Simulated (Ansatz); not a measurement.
# ScN₃H₆: how energies converge with the basis set

An exercise on one series of results from a longer session: the logs are not shown, and one member is left open.

Computed with Ansatz 0.2.0, Gaussian basis. Level: one geometry, several basis sets.

Plan: PBE0-D4/def2-SVP; ωB97M-V/def2-SVP; PBE0-D4/def2-QZVPP; ωB97M-V/def2-QZVPP; the functionals' def2-TZVPP values are taken from earlier runs.

### Structure used throughout

The geometry comes from an earlier relaxation with PBE0-D4 in a triple-zeta def2 set; it is a stationary point, not always the lowest conformer.

SMILES `[NH2][Sc]([NH2])[NH2]`, 10 atoms, charge 0, spin multiplicity 1.

Atoms are counted from 1 here; the program's logs count them from 0.

Bond lengths: N1–Sc2 1.994 Å, N1–H5 1.013 Å, N1–H6 1.013 Å, Sc2–N3 1.994 Å, Sc2–N4 1.995 Å, N3–H7 1.013 Å, N3–H8 1.013 Å, N4–H9 1.013 Å, N4–H10 1.013 Å. Angles: Sc2–N1–H5 126.6°, Sc2–N1–H6 126.5°, H5–N1–H6 106.9°, N1–Sc2–N3 120.0°, N1–Sc2–N4 120.0°, N3–Sc2–N4 120.0°, Sc2–N3–H7 126.6°, Sc2–N3–H8 126.5°, H7–N3–H8 106.8°, Sc2–N4–H9 126.5°, Sc2–N4–H10 126.6°, H9–N4–H10 106.9°.

Set-up of the first run:

File in.yaml:

```yaml
crystal:
  periodic: [false, false, false]
  atoms:
    - {symbol: N, position_ang: [-1.535527, 0.584686, -1.129654]}
    - {symbol: Sc, position_ang: [0.003139, -0.000701, -0.003688]}
    - {symbol: N, position_ang: [0.294252, -1.940687, 0.356089]}
    - {symbol: N, position_ang: [1.244142, 1.355376, 0.770321]}
    - {symbol: H, position_ang: [-2.225807, -0.013261, -1.566909]}
    - {symbol: H, position_ang: [-1.778094, 1.537863, -1.370305]}
    - {symbol: H, position_ang: [1.035099, -2.347057, 0.914017]}
    - {symbol: H, position_ang: [-0.273668, -2.708096, 0.018660]}
    - {symbol: H, position_ang: [1.186708, 2.359795, 0.655840]}
    - {symbol: H, position_ang: [2.049756, 1.172092, 1.355641]}
basis:
  gaussian: {orbitals: def2-SVP}
hamiltonian: {xc: pbe0, dispersion: d4}
output: {orbitals: {seedname: orbitals}}
```

Started as:

```sh
ansatz run in.yaml --threads 4 --pin off --events-out ev --progress --plain --max-ram 10444MiB
```

Steps of the session up to this table: PBE0-D4 in def2-SVP; ωB97M-V in def2-SVP; PBE0-D4 in def2-QZVPP; ωB97M-V in def2-QZVPP.

One of the session's tables, all rows but one given; the rest of the session is left out.

It belongs to the step «Density functionals: the series». 

| functional | basis | HOMO (eV) |
| --- | --- | --- |
| PBE0-D4 | def2-SVP | -6.16 |
| PBE0-D4 | def2-TZVPP | -6.64 |
| PBE0-D4 | def2-QZVPP | ? |
| ωB97M-V | def2-SVP | -8.58 |
| ωB97M-V | def2-TZVPP | -9.05 |
| ωB97M-V | def2-QZVPP | -9.09 |

**Question.** Estimate the row for PBE0-D4, def2-QZVPP.

The run gave: HOMO (eV): -6.68. In the column «HOMO (eV)» it lies between ωB97M-V, def2-SVP (-8.58) and PBE0-D4, def2-TZVPP (-6.64).
